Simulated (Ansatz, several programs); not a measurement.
An ordered 8-atom cell of InGa3As4 on the zincblende lattice (Pmm2), relaxed with PBE in Ansatz (plane waves, PAW): the symmetry is Pmm2 (No. 25, orthorhombic); conventional cell a = 4.136 Å, b = 8.290 Å, c = 5.859 Å, 25.12 Å³ an atom. Around Ga lie 4 As at 2.50–2.51 Å; around As lie 3 Ga at 2.48–2.50 Å and 1 In at 2.65 Å; around Ga lie 4 As at 2.48–2.51 Å; around As lie 4 Ga at 2.51 Å; around In lie 4 As at 2.64–2.65 Å; around As lie 2 Ga at 2.50 Å and 2 In at 2.64 Å. The cell was then scaled with its shape and fractional coordinates held, which makes it stiffer than a relaxed compression. No spin polarisation. The prototype was imposed, so other structures may be more stable.

```tsv
V (Å³/atom)	E (meV/atom)
23.610	17.73
25.117	0.00
25.871	3.75
26.624	14.32
```

Task: Pass a cubic E = c₀ + c₁u + c₂u² + c₃u³, with u = V − 25.305 Å³, through these points.

Result: c₀ = 0.23, c₁ = +2.519, c₂ = 6.796, c₃ = -0.4608 (meV and Å³).

Task: Where is the minimum, and what bulk modulus follows?

Result: dE/du = 0 at u = -0.182, so V₀ = 25.12 Å³. B = V₀ d²E/dV² = 25.12 × (2c₂ + 6c₃u) = 25.12 × 14.096 = 354 meV/Å³, and 1 meV/Å³ is 0.16022 GPa: 57 GPa. A third-order Birch-Murnaghan fit to all five points gives 25.12 Å³ and 56 GPa.

Task: Predict the energy and the pressure at the withheld volume, 24.364 Å³.

Result: With u = -0.941: E ≈ 4.26 meV and P = −dE/dV ≈ +1.84 GPa. The run gives 4.26 meV and, from its stress, +1.81 GPa.
